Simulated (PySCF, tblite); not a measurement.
**C4H7BF radical: geometry, infrared bands and EPR parameters**

What infrared bands and EPR parameters should C4H7BF radical (`[CH2]CC(=C)BF`) show?

Computed with tblite 0.8.0 and PySCF 2.14.0, with density-fitted response routines of our own, on a single molecule in the gas phase. Atoms count from 0, in the outputs and in this text.

## 1. Starting geometry

13 atoms, charge 0, multiplicity 2; geometry from: force field or distance geometry start.

Bonds of the start (Å): C0–C1 1.52, C1–C2 1.52, C2–C3 1.35, C2–B4 1.57, B4–F5 1.44, C0–H6 1.10, C0–H7 1.11, C1–H8 1.10, C1–H9 1.11, C3–H10 1.08, C3–H11 1.08, B4–H12 1.18.

## 2. Optimising the geometry with GFN2-xTB

What the job is given:

```
{"job": {"kind": "relax", "xc": "GFN2-xTB", "basis": "xTB"}, "charge": 0, "multiplicity": 2}
C     -1.726000    -0.263200     0.704000
C     -0.831600    -0.369600    -0.521500
C      0.517500     0.266800    -0.229400
C      0.681900     1.591600    -0.446500
B      1.684500    -0.591300     0.373400
F      1.493200    -1.995700     0.643000
H     -1.302200    -0.812400     1.561200
H     -2.731000    -0.671100     0.474500
H     -1.313000     0.117200    -1.376900
H     -0.699400    -1.447200    -0.771000
H     -0.128600     2.195800    -0.826500
H      1.627200     2.065900    -0.220600
H      2.723000    -0.086500     0.618600
```

On the command line:

```sh
$ OMP_NUM_THREADS=1 python probes_run.py task.json out
```

This one command runs all jobs of the session in turn.

**Question.** This job is followed by: GFN2-xTB harmonic vibrations, gas phase; UKS B3LYP, pcH-1 on B C F H, non-relativistic, mean-field spin-orbit, GIAO. What will the session give for the following? strongest single infrared mode (GFN2-xTB); zero-point energy (GFN2-xTB); g(iso) (B3LYP); ⟨S²⟩; largest a(iso) (averaged by class); surface potential, 1st and 99th percentile.

The runs gave:

| quantity | value |
| --- | --- |
| strongest single infrared mode (GFN2-xTB) | 1284 cm⁻¹, 294 km/mol |
| zero-point energy (GFN2-xTB) | 60.8 kcal/mol |
| g(iso) (B3LYP) | 2.00256 |
| ⟨S²⟩ | 0.758 (exact 0.75) |
| largest a(iso) (averaged by class) | 13C on C0, 88.4 MHz |
| surface potential, 1st and 99th percentile | -0.79 V and 1.13 V |

What this shows: Relaxing lowered the energy by 0.633 eV in 136 steps; the close pair that moved most is B4–F5, from 1.443 to 1.321 Å. No mode is imaginary among the 33: a minimum at this level. The strongest single mode, at 1284 cm⁻¹, is carried by B4, C2, F5. GFN2-xTB is a fitted tight-binding method: band positions and strengths are rough. Its intensities can rank the bands wrongly. C0 carries the largest spin population, 1.02 e. The isotropic g lies 0.2 ppt above the free-electron value.
